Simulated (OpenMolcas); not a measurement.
# CH5BN2 (SMILES NC1BN1): a chain of runs

Wanted: the energy (HF/ANO-R0), then a single-point energy (CASSCF(2,2)/ANO-R1), then an energy scan (CASPT2(2,2)/ANO-R1), then the energy along one coordinate (SC-NEVPT2(2,2)/ANO-R1), then an energy scan (MC-PDFT[tPBE](2,2)/ANO-R1) of CH5BN2. 

The results are computed with OpenMolcas 26.06.

### 1 The system as given

CH5BN2 has 9 atoms, charge 0, and is taken as a singlet. As SMILES, `NC1BN1`. The coordinates come from a PBE0-D4/def2-TZVP relaxation. This is one conformer, not always the lowest.

Bond lengths: N1–C2 1.431 Å, C2–B3 1.561 Å, C2–N4 1.467 Å, B3–N4 1.341 Å, N1–H5 1.010 Å, N1–H6 1.010 Å, C2–H7 1.092 Å, B3–H8 1.184 Å, N4–H9 1.004 Å. Some angles: N1–C2–B3 121.1°, N1–C2–N4 117.3°, B3–C2–N4 52.5°, C2–B3–N4 60.2°, C2–N4–B3 67.4°, N1–C2–H7 115.1°, B3–C2–H7 121.0°, N4–C2–H7 113.6°, C2–N1–H5 112.4°, C2–N1–H6 112.7°.

### 2 The energy at HF/ANO-R0 (sfX2C) (run 1)

File geom.xyz:

```xyz
9

N      0.142900     1.194400    -0.640600
C     -0.364200    -0.077200    -0.222300
B      0.591200    -1.194100     0.303200
N     -0.130500    -0.469900     1.171500
H      0.784000     1.117400    -1.417000
H     -0.589900     1.842600    -0.892400
H     -1.366400    -0.317200    -0.582700
H      1.414200    -2.039000     0.194700
H     -0.392800    -0.103200     2.068300
```

File step1.inp:

```
&GATEWAY
  Coord=geom.xyz
  Basis=ANO-R0
  Group=NoSym

&SEWARD

&SCF
  PrOrbitals=0

&LOCALISATION
  Occupied
  Freeze
  Pipek-Mezey

&LOCALISATION
  FileOrb=$Project.LocOrb
  Virtual
  Pipek-Mezey
```

The run is started by

```
export MOLCAS_MEM=1860
pymolcas step1.inp > step1.log
```

Output:

```text
--- Start Module: gateway ---
[...]
--- Stop Module: gateway /rc=_RC_ALL_IS_WELL_ ---
[...]
      Basis functions           25
[...]
       Convergence after  12 Iterations
[...]
::    Total SCF energy                               -173.7599974651
[...]
      Total spin, S                                     0.0000000000
[...]
      Total electronic charge=   30.000000
      Total            charge=   -0.000000
[...]
      Dipole Moment (debye):
      Origin of the operator (angstrom)=    0.0385   -0.0611    0.1333
                   X= -1.3473E+00               Y=  9.0198E-01               Z=  6.5618E-01           Total=  1.7491E+00
      Quadrupole Moment (debye*angstrom):
[...]
--- Start Module: localisation ---
[...]
--- Stop Module: localisation /rc=_RC_ALL_IS_WELL_ ---
--- Start Module: localisation ---
[...]
--- Stop Module: localisation /rc=_RC_ALL_IS_WELL_ ---
[...]
```

Wall time 4.2 s (1 thread of Intel Xeon Platinum 8259CL at 2.50GHz (Skylake/Cascade Lake), shared host); peak memory 0.38 GiB.

### 3 A single-point energy at CASSCF(2,2)/ANO-R1 (sfX2C, RICD fitting) (run 2)

geom.xyz is that of step 2.

File step2.inp:

```
>>> EXPORT MOLCAS_PRINT=2

&gateway
  coord=geom.xyz
  basis=ANO-R0
  group=NoSym

&seward

&rasscf
  fileorb=$CurrDir/step1.LocOrb
  alter=2
  1 11 15
  1 16 17
  spin=1
  nactel=2 0 0
  inactive=14
  ras2=2
  orblisting=Nothing
>>> COPY $Project.RunFile RUNFIL1
>>> COPY $Project.RasOrb INPORB

&gateway
  coord=geom.xyz
  basis=ANO-R1
  group=NoSym
  ricd

&seward
>>> COPY $Project.RunFile RUNFIL2

&expbas

&rasscf
  fileorb=$Project.ExpOrb
  spin=1
  nactel=2 0 0
  inactive=14
  ras2=2
  orblisting=Nothing
```

The run is started by

```
export MOLCAS_MEM=1860
pymolcas step2.inp > step2.log
```

Output:

```text
--- Start Module: gateway ---
[...]
      Basis functions           25
[...]
      Number of active orbitals                  2
[...]
      Spin quantum number                      0.0
[...]
      Active orbitals                            2
[...]
      Number of CSFs                             3
[...]
      Number of root(s) required                 1
[...]
      Convergence after 15 iterations
[...]
      printout of CI-coefficients larger than  0.05 for root  1
      energy=    -173.773449
      conf/sym  11     Coeff  Weight
             1  20   0.99510 0.99023
             3  02  -0.09886 0.00977
      Natural orbitals and occupation numbers for root  1
      sym 1:   1.980453   0.019547
      ************************************************************************************************************************
      *                                                    Final results                                                     *
[...]
::    RASSCF root number  1 Total energy:   -173.77344909
[...]
      Basis functions           81
[...]
      Convergence after 15 iterations
[...]
      Natural orbitals and occupation numbers for root  1
      sym 1:   1.982481   0.017519
      ************************************************************************************************************************
      *                                                    Final results                                                     *
[...]
::    RASSCF root number  1 Total energy:   -174.46890645
[...]
      Total electronic charge=   30.000000
      Total            charge=   -0.000000
[...]
      Dipole Moment (debye):
      Origin of the operator (angstrom)=    0.0385   -0.0611    0.1333
                   X= -8.7585E-01               Y=  2.5883E-01               Z= -3.0898E-01           Total=  9.6415E-01
      Quadrupole Moment (debye*angstrom):
[...]
```

Wall time 12 s (1 thread of Intel Xeon Platinum 8259CL at 2.50GHz (Skylake/Cascade Lake), shared host); peak memory 0.38 GiB.

### 4 The energy along one coordinate at CASPT2(2,2)/ANO-R1 (sfX2C, RICD fitting, ipea shift 0.25 Eh, pt2 variant SS) (run 3)

File step3.inp:

```
>>> COPY $CurrDir/step2.RasOrb $Project.RasOrb
>>> ForEach K in (1, 2, 3, 4, 5, 6, 7, 8, 9)
&GATEWAY
COORD=$CurrDir/point$K.xyz
BASIS=ANO-R1
GROUP=NoSym
RICD
&SEWARD
&RASSCF
FILEORB=$Project.RasOrb
SPIN=1
NACTEL=2 0 0
INACTIVE=14
RAS2=2
ORBLISTING=Nothing
&CASPT2
IMAGINARY=0.2
FROZEN=4
>>> EndDo
```

The run is started by

```
export MOLCAS_MEM=1860
pymolcas step3.inp > step3.log
```

Output:

```text
[...]
      Basis functions           81
[...]
      Number of active orbitals                  2
[...]
      Spin quantum number                      0.0
[...]
      Active orbitals                            2
[...]
      Number of CSFs                             3
[...]
      Number of root(s) required                 1
[...]
      Convergence after 12 iterations
[...]
      printout of CI-coefficients larger than  0.05 for root  1
      energy=    -174.456867
      conf/sym  11     Coeff  Weight
             1  20   0.99702 0.99404
             3  02  -0.07717 0.00596
      Natural orbitals and occupation numbers for root  1
      sym 1:   1.988088   0.011912
      ************************************************************************************************************************
      *                                                    Final results                                                     *
[...]
::    RASSCF root number  1 Total energy:   -174.45686665
[...]
::    CASPT2 Root  1     Total energy:   -175.00968818
[...]
      Convergence after 12 iterations
[...]
      Natural orbitals and occupation numbers for root  1
      sym 1:   1.982469   0.017531
      ************************************************************************************************************************
      *                                                    Final results                                                     *
[...]
      Convergence after 14 iterations
[...]
      Convergence after 12 iterations
[...]
      Convergence after 12 iterations
[...]
::    RASSCF root number  1 Total energy:   -174.32139269
[...]
::    CASPT2 Root  1     Total energy:   -174.86010165
[...]
      Convergence after 11 iterations
[...]
::    RASSCF root number  1 Total energy:   -174.31742578
[...]
      Reference weight:           0.84691
[...]
::    CASPT2 Root  1     Total energy:   -174.85395703
[...]
```

Run time: 73 s. Hardware: 1 thread of Intel Xeon Platinum 8259CL at 2.50GHz (Skylake/Cascade Lake), shared host; peak memory 0.085 GiB.

The scan, from its lowest point:

```
H5–N1 (Å)  energy (kJ/mol)
    0.909             31.6
    1.010              0.0
    1.111             16.1
    1.262             80.3
    1.464            184.8
    1.717            296.1
    2.020            378.7
    2.424            424.3
    3.029            440.5
```

### 5 The energy along one coordinate at SC-NEVPT2(2,2)/ANO-R1 (sfX2C, RICD fitting, pt2 variant SC-NEVPT2) (run 4)

File step4.inp:

```
>>> COPY $CurrDir/step2.RasOrb $Project.RasOrb
>>> ForEach K in (1, 2, 3, 4, 5, 6, 7, 8, 9)
&GATEWAY
Coord=$CurrDir/point$K.xyz
Basis=ANO-R1
Group=NoSym
RICD
&SEWARD
&RASSCF
FileOrb=$Project.RasOrb
Spin=1
Nactel=2 0 0
Inactive=14
Ras2=2
OrbListing=Nothing
&CASPT2
SC-NEVPT2
Frozen=4
>>> EndDo
```

The run is started by

```
export MOLCAS_MEM=1860
pymolcas step4.inp > step4.log
```

Output:

```text
--- Start Module: gateway ---
[...]
      Basis functions           81
[...]
      Number of active orbitals                  2
[...]
      Spin quantum number                      0.0
[...]
      Active orbitals                            2
[...]
      Number of CSFs                             3
[...]
      Number of root(s) required                 1
[...]
      Convergence after 12 iterations
[...]
      printout of CI-coefficients larger than  0.05 for root  1
      energy=    -174.456867
      conf/sym  11     Coeff  Weight
             1  20   0.99702 0.99404
             3  02  -0.07717 0.00596
      Natural orbitals and occupation numbers for root  1
      sym 1:   1.988088   0.011912
      ************************************************************************************************************************
      *                                                    Final results                                                     *
[...]
::    RASSCF root number  1 Total energy:   -174.45686665
[...]
::    SC-NEVPT2 Root  1     Total energy:   -175.00665520
[...]
      Convergence after 12 iterations
[...]
      Natural orbitals and occupation numbers for root  1
      sym 1:   1.982469   0.017531
      ************************************************************************************************************************
      *                                                    Final results                                                     *
[...]
      Convergence after 14 iterations
[...]
      Convergence after 12 iterations
[...]
      Convergence after 12 iterations
[...]
::    RASSCF root number  1 Total energy:   -174.32139269
[...]
::    SC-NEVPT2 Root  1     Total energy:   -174.85611235
[...]
      Convergence after 11 iterations
[...]
::    RASSCF root number  1 Total energy:   -174.31742578
[...]
::    SC-NEVPT2 Root  1     Total energy:   -174.85026090
[...]
```

Wall time 76 s (1 thread of Intel Xeon Platinum 8259CL at 2.50GHz (Skylake/Cascade Lake), shared host); peak memory 0.085 GiB.

The scan, from its lowest point:

```
H5–N1 (Å)  energy (kJ/mol)
    0.909             33.1
    1.010              0.0
    1.111             14.8
    1.262             78.0
    1.464            182.8
    1.717            296.7
    2.020            382.3
    2.424            428.3
    3.029            443.7
```

### 6 An energy scan at MC-PDFT[tPBE](2,2)/ANO-R1 (sfX2C, RICD fitting) (run 5)

File step5.input:

```
* CH5BN2 MC-PDFT
>>> COPY $CurrDir/step2.RasOrb $Project.RasOrb
>>> ForEach K in (1, 2, 3, 4, 5, 6, 7, 8, 9)

&GATEWAY
  COORD=$CurrDir/point$K.xyz
  BASIS=ANO-R1
  GROUP=NoSym
  RICD

&SEWARD

&RASSCF
  FILEORB=$Project.RasOrb
  SPIN=1
  NACTEL=2 0 0
  INACTIVE=14
  RAS2=2
  ORBLISTING=Nothing

&MCPDFT
  KSDFT=T:PBE
>>> EndDo
```

The run is started by

```
export MOLCAS_MEM=1860
pymolcas step5.input > step5.log
```

Output:

```text
--- Start Module: gateway ---
[...]
      Basis functions           81
[...]
      Number of active orbitals                  2
[...]
      Spin quantum number                      0.0
[...]
      Active orbitals                            2
[...]
      Number of CSFs                             3
[...]
      Number of root(s) required                 1
[...]
      Convergence after 12 iterations
[...]
      printout of CI-coefficients larger than  0.05 for root  1
      energy=    -174.456867
      conf/sym  11     Coeff  Weight
             1  20   0.99702 0.99404
             3  02  -0.07717 0.00596
      Natural orbitals and occupation numbers for root  1
      sym 1:   1.988088   0.011912
      ************************************************************************************************************************
      *                                                    Final results                                                     *
[...]
::    RASSCF root number  1 Total energy:   -174.45686665
[...]
::    MCPDFT root number  1 Total energy:   -175.29613632
[...]
      Convergence after 12 iterations
[...]
      Natural orbitals and occupation numbers for root  1
      sym 1:   1.982469   0.017531
      ************************************************************************************************************************
      *                                                    Final results                                                     *
[...]
      Convergence after 14 iterations
[...]
      Convergence after 12 iterations
[...]
      Convergence after 12 iterations
[...]
::    RASSCF root number  1 Total energy:   -174.32139269
[...]
::    MCPDFT root number  1 Total energy:   -175.13715501
[...]
      Convergence after 11 iterations
[...]
::    RASSCF root number  1 Total energy:   -174.31742578
[...]
::    MCPDFT root number  1 Total energy:   -175.13066911
[...]
```

Wall time 82 s (1 thread of Intel Xeon Platinum 8259CL at 2.50GHz (Skylake/Cascade Lake), shared host); peak memory 0.085 GiB.

The scan, from its lowest point:

```
H5–N1 (Å)  energy (kJ/mol)
    0.909             32.3
    1.010              0.0
    1.111             14.9
    1.262             77.6
    1.464            182.8
    1.717            300.8
    2.020            395.4
    2.424            449.8
    3.029            466.8
```

### 7 What came out

| quantity | value |
| --- | --- |
| run 1, HF/ANO-R0: total energy | -173.76000 Eh |
| run 1, HF/ANO-R0: dipole moment | 1.75 D |
| run 1, HF/ANO-R0: HOMO energy | -10.81 eV |
| run 1, HF/ANO-R0: LUMO energy | 4.29 eV |
| run 1, HF/ANO-R0: HOMO–LUMO gap | 15.10 eV |
| run 2, CASSCF(2,2)/ANO-R1: total energy | -174.46891 Eh |
| run 2, CASSCF(2,2)/ANO-R1: dipole moment (CASSCF density) | 0.96 D |
| run 3, CASPT2(2,2)/ANO-R1: lowest energy of the scan | -175.02172 Eh |
| run 4, SC-NEVPT2(2,2)/ANO-R1: lowest energy of the scan | -175.01926 Eh |
| run 5, MC-PDFT[tPBE](2,2)/ANO-R1: lowest energy of the scan | -175.30846 Eh |
